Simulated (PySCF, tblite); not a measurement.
**C₂H₁₀O₂Si₂: geometry, infrared bands and NMR shifts**

Wanted: the infrared bands and NMR shifts of C₂H₁₀O₂Si₂ (`COC[SiH2]O[SiH3]`), by calculation.

Programs: tblite 0.8.0 and PySCF 2.14.0, with density-fitted response routines of our own. Each step states its level of theory. These are calculated values for one molecule in the gas phase, unless marked as measured. Atoms are numbered from 0 throughout.

## Step 1: The starting structure

16 atoms, charge 0, multiplicity 1; geometry from: force field or distance geometry start.

Bonds of the start (Å): C0–O1 1.43, O1–C2 1.45, C2–Si3 1.89, Si3–O4 1.65, O4–Si5 1.66, C0–H6 1.08, C0–H7 1.10, C0–H8 1.09, C2–H9 1.08, C2–H10 1.10, Si3–H11 1.48, Si3–H12 1.50, Si5–H13 1.49, Si5–H14 1.49, Si5–H15 1.48.

## Step 2: Optimising the geometry with GFN2-xTB

Job settings and geometry (Å):

```
{"job": {"kind": "relax", "xc": "GFN2-xTB", "basis": "xTB"}, "charge": 0, "multiplicity": 1}
C      2.154000     1.205600     0.851200
O      1.197200     0.523100     0.031800
C      0.727400    -0.677000     0.686700
Si    -0.571400    -1.656100    -0.285000
O     -1.934200    -0.795500    -0.645600
Si    -2.316400     0.662800    -1.344200
H      3.015400     0.577700     1.047600
H      1.689800     1.527800     1.797100
H      2.482800     2.095200     0.312300
H      1.567100    -1.333700     0.885500
H      0.271600    -0.395600     1.644500
H      0.016400    -2.196100    -1.530900
H     -0.984200    -2.836400     0.546800
H     -1.622300     0.801000    -2.652500
H     -1.920400     1.772900    -0.426900
H     -3.780200     0.733400    -1.544000
```

Command:

```
> OMP_NUM_THREADS=1 python probes_run.py task.json out
```

The driver reads the jobs from task.json and runs them one after another.

**Question.** This job is followed by: GFN2-xTB harmonic vibrations, gas phase; GIAO PBE0/pcSseg-1 NMR shielding, non-relativistic, gas phase. Predict these results of the whole session: strongest single infrared mode (GFN2-xTB); zero-point energy (GFN2-xTB); 13C shifts against TMS (PBE0/pcSseg-1); 1H shifts against TMS (PBE0/pcSseg-1, means over atoms taken as alike); 17O shifts against H2O (PBE0/pcSseg-1); 29Si shifts against TMS (PBE0/pcSseg-1).

**Answer**, as computed:

| quantity | value |
| --- | --- |
| strongest single infrared mode (GFN2-xTB) | 2269 cm⁻¹, 569 km/mol |
| zero-point energy (GFN2-xTB) | 70.6 kcal/mol |
| 13C shifts against TMS (PBE0/pcSseg-1) | 67.7, 65.5 ppm |
| 1H shifts against TMS (PBE0/pcSseg-1, means over atoms taken as alike) | 5.06, 5.05, 3.58, 3.20 ppm |
| 17O shifts against H2O (PBE0/pcSseg-1) | 2.9, 2.7 ppm |
| 29Si shifts against TMS (PBE0/pcSseg-1) | -27.5, -39.9 ppm |

In words: The optimisation took 97 steps and gained 0.249 eV; among the close pairs (by a distance rule), Si3–H12 changed most, from 1.502 to 1.462 Å. The lowest mode is imaginary (33i cm⁻¹), so the xTB geometry is not a minimum. The strongest single mode, at 2269 cm⁻¹, has its largest shares on H15, H13 and H12 (the list is cut at 3 atoms). Unscaled tight-binding wavenumbers are off by several per cent, some by more. Its intensities can rank the bands wrongly. At PBE0/pcSseg-1: The largest span, 136 ppm, is at O4, where the paramagnetic term is -67 ppm.
